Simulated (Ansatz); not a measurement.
**C6H7Na: up Jacob's ladder to CCSD(T)**

An exercise on one series of results from a longer session: the logs are not shown, and one member is left open.

Computed with Ansatz 0.2.0, Gaussian basis. Level: functionals in def2-TZVPP, the program's frozen cores in correlated methods.

Plan: LDA (SPW92), PBE-D4, revPBE-D4, BLYP-D4, r2SCAN-D4, B97M-V, PBE0-D4, B3LYP-D4, r2SCANh-D4, r2SCAN0-D4, HSE06-D4, BHLYP-D4, CAM-B3LYP-D4, LC-ωPBE, ωB97X-V, ωB97M-V, B2PLYP, PBE-QIDH; CCSD(T)/def2-SVP; CCSD(T)/def2-TZVPP; MP2/def2-QZVPP; extrapolation to the limit.

### The geometry

An earlier PBE0-D4 in a triple-zeta def2 set relaxation fixed the geometry.

SMILES `C[C@@]12[C@H]3[C@H]4[C@H]5[C@@H]1[Na]4532`, 14 atoms, charge 0, spin multiplicity 1.

Atoms are counted from 1 here; the program's logs count them from 0.

Bond lengths: C1–C2 1.496 Å, C1–H8 1.096 Å, C1–H9 1.094 Å, C1–H10 1.094 Å, C2–C3 1.414 Å, C2–C6 1.413 Å, C2–Na7 2.580 Å, C3–C4 1.415 Å, C3–Na7 2.551 Å, C3–H11 1.084 Å, C4–C5 1.410 Å, C4–Na7 2.527 Å, C4–H12 1.083 Å, C5–C6 1.415 Å, C5–Na7 2.527 Å, C5–H13 1.083 Å, C6–Na7 2.551 Å, C6–H14 1.084 Å. Angles: C2–C1–H8 111.6°, C2–C1–H9 111.9°, C2–C1–H10 111.9°, H8–C1–H9 106.8°, H8–C1–H10 106.8°, H9–C1–H10 107.7°, C1–C2–C3 126.2°, C1–C2–C6 126.2°, C1–C2–Na7 124.6°, C3–C2–C6 107.3°, C3–C2–Na7 72.9°, C6–C2–Na7 72.9°, C2–C3–C4 108.5°, C2–C3–Na7 75.1°, C2–C3–H11 125.4°, C4–C3–Na7 72.9°, C4–C3–H11 125.9°, Na7–C3–H11 121.4° and more.

Set-up of the first run:

in.yaml reads:

```yaml
crystal:
  periodic: [false, false, false]
  atoms:
    - {symbol: C, position_ang: [-0.652760, -0.056855, 1.913471]}
    - {symbol: C, position_ang: [-0.198887, -0.038886, 0.487578]}
    - {symbol: C, position_ang: [0.671716, -0.969673, -0.123740]}
    - {symbol: C, position_ang: [0.730025, -0.688492, -1.509655]}
    - {symbol: C, position_ang: [-0.099701, 0.424016, -1.759608]}
    - {symbol: C, position_ang: [-0.667947, 0.826037, -0.527248]}
    - {symbol: Na, position_ang: [1.837222, 1.284157, -0.383229]}
    - {symbol: H, position_ang: [-1.537952, -0.689397, 2.046324]}
    - {symbol: H, position_ang: [-0.922755, 0.942285, 2.267930]}
    - {symbol: H, position_ang: [0.118843, -0.449465, 2.582314]}
    - {symbol: H, position_ang: [1.153572, -1.800868, 0.377335]}
    - {symbol: H, position_ang: [1.272542, -1.259364, -2.252422]}
    - {symbol: H, position_ang: [-0.307708, 0.859829, -2.728480]}
    - {symbol: H, position_ang: [-1.396199, 1.616676, -0.390580]}
basis:
  gaussian: {orbitals: def2-TZVPP}
hamiltonian: {xc: lda}
output: {orbitals: {seedname: orbitals}}
```

Started as:

```bash
> ansatz run in.yaml --threads 2 --pin off --events-out ev --progress --plain --max-ram 32768MiB --backend cpu
```

Among the steps run: LDA; PBE-D4 (GGA); revPBE-D4 (GGA); BLYP-D4 (GGA); r2SCAN-D4 (meta-GGA); B97M-V (meta-GGA); PBE0-D4 (hybrid); B3LYP-D4 (hybrid); r2SCANh-D4 (hybrid); r2SCAN0-D4 (hybrid); HSE06-D4 (hybrid); BHLYP-D4 (hybrid); CAM-B3LYP-D4 (range-separated); LC-ωPBE (range-separated); ωB97X-V (range-separated); ωB97M-V (range-separated); B2PLYP (double hybrid); PBE-QIDH (double hybrid).

One table of the session follows, with a row left open; its other results are not shown here.

It belongs to the step «Orbital energies across the functionals». 

| functional | HOMO (eV) | LUMO (eV) | gap (eV) |
| --- | --- | --- | --- |
| LDA (SPW92) | -4.20 | -1.82 | 2.38 |
| PBE-D4 | -4.00 | -1.87 | 2.13 |
| revPBE-D4 | -3.92 | -1.92 | 2.00 |
| BLYP-D4 | -3.84 | -1.94 | 1.90 |
| r2SCAN-D4 | -4.10 | -1.21 | 2.89 |
| B97M-V | -4.09 | -1.73 | 2.36 |
| PBE0-D4 | -4.93 | -1.30 | 3.63 |
| B3LYP-D4 | -4.74 | -1.60 | 3.14 |
| r2SCANh-D4 | -4.46 | -1.09 | 3.38 |
| r2SCAN0-D4 | -5.02 | -0.92 | 4.10 |
| HSE06-D4 | -4.54 | -1.59 | 2.95 |
| BHLYP-D4 | -5.71 | -1.02 | 4.70 |
| CAM-B3LYP-D4 | -6.14 | -0.89 | 5.25 |
| LC-ωPBE | ? | ? | ? |
| ωB97X-V | -7.06 | -0.15 | 6.91 |
| ωB97M-V | -7.02 | -0.75 | 6.26 |

Estimate the missing values for LC-ωPBE.

As computed: HOMO (eV): -7.38; LUMO (eV): -0.16; gap (eV): 7.22. In the column «HOMO (eV)» it is the lowest.
